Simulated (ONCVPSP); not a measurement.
# Mg: the cost of one run

The numbers are computed with ONCVPSP 4.0.1.1 (patched build) (PBE, scalar-relativistic, spin-unpolarised reference atom).

## 1. The design

The settings as typed:

| Item | Value |
| --- | --- |
| element | magnesium (Mg, Z = 12) |
| type | optimised norm-conserving Vanderbilt (ONCV) |
| frozen core | [He] |
| valence charge | 10 |
| reference configuration | 2s2 2p6 3s0.5 (charge +1.5) |
| partial waves | 2s+3s: rc 1.00 bohr, ncon 4, nbas 9, qcut 12 1/bohr, 3 projectors, debl 3.8 Ha; 2p: rc 0.80 bohr, ncon 4, nbas 7, qcut 19.8 1/bohr, 1 projector; d scattering state at 0.4 Ha: rc 0.80 bohr, ncon 3, nbas 8, qcut 12 1/bohr, local |
| local potential | the d channel |
| core correction | Teter function, fcfact 4, rcfact 1.1 |

An earlier all-electron run gives the scale for the radii.

All-electron outer shells of the reference configuration (PBE, scalar-relativistic, ld1.x):

```
shell  level (eV)  outermost node (bohr)  outermost maximum (bohr)
   1s    -1274.29                      –                      0.09
   2s      -94.21                   0.18                      0.54
   2p      -60.96                      –                      0.48
   3s      -15.01                   0.89                      2.26
   3p      -10.24                   0.93                      2.73
```

## 2. Generating the potential

Mg.dat reads:

```
# ATOM AND REFERENCE CONFIGURATION
# atsym  z   nc   nv     iexc    psfile
  Mg 12.00    1    3        4      upf
#
#   n    l    f
    1    0    2.00
    2    0    2.00
    2    1    6.00
    3    0    0.50
#
# PSEUDOPOTENTIAL AND OPTIMIZATION
# lmax
    2
#
#   l,   rc,      ep,       ncon, nbas, qcut
    0    1.00    0.00    4    9   12.00
    1    0.80    0.00    4    7   19.80
    2    0.80    0.40    3    8   12.00
#
# LOCAL POTENTIAL
# lloc, lpopt,  rc(5),   dvloc0
    2    5    0.80    0.00
#
# VANDERBILT-KLEINMAN-BYLANDER PROJECTORs
# l, nproj, debl
    0    3    3.80
    1    1    1.30
    2    0    3.00
#
# MODEL CORE CHARGE
# icmod, fcfact, rcfact
    3    4.00    1.10
#
# LOG DERIVATIVE ANALYSIS
# epsh1, epsh2, depsh
   -5.00    5.00    0.04
#
# OUTPUT GRID
# rlmax, drl
    6.00    0.01
#
# TEST CONFIGURATIONS
# ncnf
    4
# nvcnf
#   n    l    f
    3
    2    0    2.00
    2    1    6.00
    3    0    2.00
#
    3
    2    0    2.00
    2    1    6.00
    3    0    1.00
#
    3
    2    0    2.00
    2    1    6.00
    3    0    0.00
#
    4
    2    0    2.00
    2    1    6.00
    3    0    0.00
    3    1    2.00
#
```

Command:

```bash
$ oncvpsp.x < Mg.dat > Mg.out
```

**Question.** How long does this run take on 1 thread of AMD EPYC 9R45, shared host?

About 2.6 s.
